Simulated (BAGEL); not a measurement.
# RI-MP2/cc-pVDZ (density fitting with qzvpp-jkfit) run of AlSiH5O2 (SMILES O[SiH2][O][AlH2])

What is the energy change on altering one bond length of AlSiH5O2 at RI-MP2/cc-pVDZ (density fitting with qzvpp-jkfit)? 

Program for the calculation: BAGEL 1.2.2.

2 further runs of the same task are left out: 1 that didn't finish, 1 set aside as unsound or not needed.

## (1) The system as given

AlSiH5O2 has 9 atoms, charge 0, and is taken as a singlet. As SMILES, `O[SiH2][O][AlH2]`. The shape is that of a PBE0-D4/def2-TZVP optimisation. This is one conformer, not always the lowest.

Bond lengths: O1–Si2 1.642 Å, Si2–O3 1.619 Å, O3–Al4 1.683 Å, O1–H5 0.958 Å, Si2–H6 1.480 Å, Si2–H7 1.487 Å, Al4–H8 1.580 Å, Al4–H9 1.579 Å. Some angles: O1–Si2–O3 112.5°, Si2–O3–Al4 173.6°, O1–Si2–H6 104.7°, O1–Si2–H7 110.2°, O3–Si2–H6 110.1°, O3–Si2–H7 107.6°, Si2–O1–H5 117.9°, O3–Al4–H8 117.8°, O3–Al4–H9 118.1°, H6–Si2–H7 111.8°.

## (2) The energy at RI-MP2/cc-pVDZ (density fitting with qzvpp-jkfit)

File input.json:

```json
{ "bagel" : [

{
  "title" : "molecule",
  "basis" : "cc-pvdz.json",
  "df_basis" : "qzvpp-jkfit",
  "angstrom" : "true",
  "geometry" : [
    { "atom" : "O", "xyz" : [   -0.795100,    1.829400,   -0.898200 ] },
    { "atom" : "Si", "xyz" : [    0.173000,    1.196700,    0.266900 ] },
    { "atom" : "O", "xyz" : [    0.250800,   -0.418900,    0.197700 ] },
    { "atom" : "Al", "xyz" : [    0.325700,   -2.080500,   -0.060600 ] },
    { "atom" : "H", "xyz" : [   -1.740800,    1.705800,   -0.810900 ] },
    { "atom" : "H", "xyz" : [    1.506100,    1.782800,    0.005000 ] },
    { "atom" : "H", "xyz" : [   -0.337300,    1.564900,    1.614200 ] },
    { "atom" : "H", "xyz" : [   -0.959500,   -2.795700,   -0.636800 ] },
    { "atom" : "H", "xyz" : [    1.665600,   -2.830600,    0.305400 ] }
  ]
},
{
  "title" : "hf"
},
{
  "title" : "mp2",
  "ncore" : 12
}

]}
```

The basis set cc-pVDZ is read from a file made from the Basis Set Exchange's data (not shown).

Run with:

```sh
$ BAGEL_NUM_THREADS=1 BAGEL input.json > input.out
```

The program printed:

```text
* using 1 threads per process

  ===============================================================
  ===============================================================

  *** Geometry ***

  { "atom" : "O", "xyz" : [     -1.502521,      3.457065,     -1.697352 ] },
  { "atom" : "Si", "xyz" : [      0.326923,      2.261435,      0.504368 ] },
  { "atom" : "O", "xyz" : [      0.473943,     -0.791606,      0.373599 ] },
  { "atom" : "Al", "xyz" : [      0.615484,     -3.931575,     -0.114517 ] },
  { "atom" : "H", "xyz" : [     -3.289635,      3.223495,     -1.532379 ] },
  { "atom" : "H", "xyz" : [      2.846117,      3.369004,      0.009449 ] },
  { "atom" : "H", "xyz" : [     -0.637405,      2.957232,      3.050396 ] },
  { "atom" : "H", "xyz" : [     -1.813192,     -5.283107,     -1.203378 ] },
  { "atom" : "H", "xyz" : [      3.147528,     -5.349059,      0.577122 ] },

  Number of auxiliary basis functions:      500

  Since a DF basis is specified, we compute 2- and 3-index integrals:
    o Being stored without compression. Storage requirement is 0.032 GB

  Number of basis functions:       89
  Number of electrons      :       48

    * METHOD: MOLECULE                             0.26

  *** RHF ***

  === Nuclear Repulsion ===
   209.4063869906

      * DIIS with orbital gradients will be used.

  === RHF iteration (cc-pvdz.json) ===
      0       -683.27253026          0.01870901           0.08
      1       -683.46473066          0.01439349           0.08
      2       -683.61776874          0.00128988           0.07
      3       -683.61929583          0.00055048           0.07
      4       -683.61954049          0.00010996           0.07
      5       -683.61955164          0.00002273           0.07
      6       -683.61955219          0.00000681           0.07
      7       -683.61955226          0.00000180           0.07
      8       -683.61955226          0.00000053           0.07
      9       -683.61955226          0.00000023           0.07
     10       -683.61955226          0.00000006           0.07
     11       -683.61955226          0.00000003           0.07
     12       -683.61955226          0.00000001           0.07
    * SCF iteration converged.

    * Permanent dipole moment:
           (    0.432821,     0.398174,    -0.207798) a.u.

    * METHOD: HF                                   1.14

  *** RHF ***

  === Nuclear Repulsion ===
   209.4063869906

      * DIIS with orbital gradients will be used.

  === RHF iteration (cc-pvdz.json) ===
      0       -683.61955226          0.00000000           0.07
    * SCF iteration converged.

    * Permanent dipole moment:
           (    0.432821,     0.398174,    -0.207798) a.u.

  === DF-MP2 calculation ===

    * freezing 12 orbitals
    * 3-index integral transformation done
    * assembly done

      MP2 correlation energy:   -0.5326491434      0.04

      MP2 total energy:       -684.1522014081

    * METHOD: MP2                                  0.19

  ===============================================================
```

Wall time 1.7 s (1 thread of Arm Neoverse V1, shared host); peak memory 0.13 GiB.

## (3) The distorted shape

File input.json:

```json
{ "bagel": [

{
  "title": "molecule",
  "basis": "cc-pvdz.json",
  "df_basis": "qzvpp-jkfit",
  "angstrom": true,
  "geometry": [
    { "atom": "O", "xyz": [      -0.718541,       1.774160,      -1.100331 ] },
    { "atom": "Si", "xyz": [       0.249559,       1.141460,       0.064769 ] },
    { "atom": "O", "xyz": [       0.327359,      -0.474140,      -0.004431 ] },
    { "atom": "Al", "xyz": [       0.402259,      -2.135740,      -0.262731 ] },
    { "atom": "H", "xyz": [      -1.664241,       1.650560,      -1.013031 ] },
    { "atom": "H", "xyz": [       1.582659,       1.727560,      -0.197131 ] },
    { "atom": "H", "xyz": [      -0.337300,       1.564900,       1.614200 ] },
    { "atom": "H", "xyz": [      -0.882941,      -2.850940,      -0.838931 ] },
    { "atom": "H", "xyz": [       1.742159,      -2.885840,       0.103269 ] }
  ]
},

{
  "title": "hf"
},

{
  "title": "mp2",
  "ncore": 12
}

]}
```

The basis set cc-pVDZ is read from a file made from the Basis Set Exchange's data (not shown).

Run with:

```sh
$ BAGEL_NUM_THREADS=1 BAGEL input.json > input.out
```

The program printed:

```text
* using 1 threads per process

  ===============================================================
  ===============================================================

  *** Geometry ***

  { "atom" : "O", "xyz" : [     -1.357846,      3.352677,     -2.079324 ] },
  { "atom" : "Si", "xyz" : [      0.471598,      2.157047,      0.122396 ] },
  { "atom" : "O", "xyz" : [      0.618619,     -0.895995,     -0.008373 ] },
  { "atom" : "Al", "xyz" : [      0.760159,     -4.035964,     -0.496490 ] },
  { "atom" : "H", "xyz" : [     -3.144960,      3.119106,     -1.914351 ] },
  { "atom" : "H", "xyz" : [      2.990792,      3.264615,     -0.372524 ] },
  { "atom" : "H", "xyz" : [     -0.637405,      2.957232,      3.050396 ] },
  { "atom" : "H", "xyz" : [     -1.668517,     -5.387496,     -1.585350 ] },
  { "atom" : "H", "xyz" : [      3.292203,     -5.453447,      0.195150 ] },

  Number of auxiliary basis functions:      500

  Since a DF basis is specified, we compute 2- and 3-index integrals:
    o Being stored without compression. Storage requirement is 0.032 GB

  Number of basis functions:       89
  Number of electrons      :       48

    * METHOD: MOLECULE                             0.26

  *** RHF ***

  === Nuclear Repulsion ===
   208.4452621200

      * DIIS with orbital gradients will be used.

  === RHF iteration (cc-pvdz.json) ===
      0       -683.25620170          0.01875165           0.08
      1       -683.44811833          0.01452262           0.07
      2       -683.60458051          0.00128957           0.07
      3       -683.60616168          0.00054574           0.07
      4       -683.60640475          0.00011162           0.07
      5       -683.60641634          0.00002282           0.07
      6       -683.60641689          0.00000690           0.07
      7       -683.60641697          0.00000191           0.07
      8       -683.60641698          0.00000060           0.07
      9       -683.60641698          0.00000023           0.07
     10       -683.60641698          0.00000007           0.08
     11       -683.60641698          0.00000003           0.07
     12       -683.60641698          0.00000001           0.07
    * SCF iteration converged.

    * Permanent dipole moment:
           (    0.367663,     0.459851,    -0.035831) a.u.

    * METHOD: HF                                   1.14

  *** RHF ***

  === Nuclear Repulsion ===
   208.4452621200

      * DIIS with orbital gradients will be used.

  === RHF iteration (cc-pvdz.json) ===
      0       -683.60641698          0.00000000           0.07
    * SCF iteration converged.

    * Permanent dipole moment:
           (    0.367663,     0.459851,    -0.035831) a.u.

  === DF-MP2 calculation ===

    * freezing 12 orbitals
    * 3-index integral transformation done
    * assembly done

      MP2 correlation energy:   -0.5336182631      0.04

      MP2 total energy:       -684.1400352407

    * METHOD: MP2                                  0.20

  ===============================================================
```

It took 1.7 s on 1 thread of Arm Neoverse V1, shared host; peak memory 0.13 GiB.

## (4) What came out

At RI-MP2/cc-pVDZ (density fitting with qzvpp-jkfit), 12 core orbitals frozen:

```
                                                          quantity          value
                                         first shape: total energy  -684.15220 Eh
         first shape: correlation energy (12 core orbitals frozen)     -532.6 mEh
                                     distorted shape: total energy  -684.14004 Eh
     distorted shape: correlation energy (12 core orbitals frozen)     -533.6 mEh
energy change with the Si2–H7 bond stretched from 1.487 to 1.710 Å       0.331 eV
```

With the Si2–H7 bond stretched from 1.487 to 1.710 Å the energy rises by 0.33 eV (7.6 kcal/mol). The first shape isn't relaxed at this level, so the change isn't measured from a minimum.
